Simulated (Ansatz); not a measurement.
I need a rigid torsion scan of BGeH6N, SMILES B[NH][GeH3]. Use Ansatz 0.2.0 through its Python package. Settings (for the species named): PBE, def2-SVP basis, multiplicity 1, D4 dispersion.

```yaml
atoms:
  - { symbol: B, position_ang: [-0.7064, 0.5335, -1.1770] }
  - { symbol: N, position_ang: [-0.6467, 0.6336, 0.3269] }
  - { symbol: Ge, position_ang: [0.5108, -0.7058, 0.8305] }
  - { symbol: H, position_ang: [-1.1665, -0.3527, -1.7160] }
  - { symbol: H, position_ang: [-0.3993, 1.4861, -1.8663] }
  - { symbol: H, position_ang: [-0.1924, 1.5626, 0.5700] }
  - { symbol: H, position_ang: [1.9412, -0.4855, 0.1580] }
  - { symbol: H, position_ang: [0.0111, -2.0735, 0.4326] }
  - { symbol: H, position_ang: [0.7368, -0.6445, 2.4242] }
```

Script `torsion_bgeh6n.py`:
```python
"""Energy of BGeH6N as one group turns about a bond."""

import ansatz as az
from ase import Atoms

BASIS = "def2-SVP"
FUNCTIONAL = "pbe"
DISPERSION = "d4"
FMAX = 0.02

atoms = Atoms(["B", "N", "Ge", "H", "H", "H", "H", "H", "H"], positions=[
    (-0.7064, 0.5335, -1.177),
    (-0.6467, 0.6336, 0.3269),
    (0.5108, -0.7058, 0.8305),
    (-1.1665, -0.3527, -1.716),
    (-0.3993, 1.4861, -1.8663),
    (-0.1924, 1.5626, 0.57),
    (1.9412, -0.4855, 0.158),
    (0.0111, -2.0735, 0.4326),
    (0.7368, -0.6445, 2.4242),
])

# relax first, so that the scan starts from a minimum
first = (
    az.Crystal.molecule_from_ase(atoms).calculation()
    .basis(gaussian=BASIS)
    .functional(FUNCTIONAL, dispersion=DISPERSION)
    .relax(force_tolerance=FMAX, max_steps=80)
)
atoms.positions = first.run(threads=1, backend="cpu").report["positions_ang"]

start = atoms.get_dihedral(0, 1, 2, 6)
energies = {}
for turn in range(0, 121, 15):
    turned = atoms.copy()
    turned.set_dihedral(0, 1, 2, 6, start + turn, indices=[2, 6, 7, 8])
    calc = (
        az.Crystal.molecule_from_ase(turned).calculation()
        .basis(gaussian=BASIS)
        .functional(FUNCTIONAL, dispersion=DISPERSION)
    )
    energies[round((start + turn) % 360)] = calc.run(threads=1, backend="cpu").report["free_energy_ev"]
floor = min(energies.values())
print("dihedral B0-N1-Ge2-H6 (deg)   E - E(min) (kJ/mol)")
for angle, e in sorted(energies.items()):
    print(f"{angle:8d} {96.485332 * (e - floor):14.3f}  " + "#" * int(30 * (e - floor) / max(max(energies.values()) - floor, 1e-9)))
```

Running `python torsion_bgeh6n.py` prints:
```text
dihedral B0-N1-Ge2-H6 (deg)   E - E(min) (kJ/mol)
     119          0.000
     134          0.332  ###
     149          1.230  ############
     164          2.221  #######################
     179          2.851  #############################
     194          2.885  ##############################
     209          2.383  ########################
     224          1.662  #################
     239          1.147  ###########
```

The scan is rigid and the energies are electronic, in a modest basis. With rigid groups the curve can differ much from the relaxed path, the start wasn't checked as a minimum of this torsion, and equivalent turns needn't return to the same energy. The whole script took 53 s on 1 thread of Arm Neoverse V2, on a shared host, peak memory 0.2 GiB.
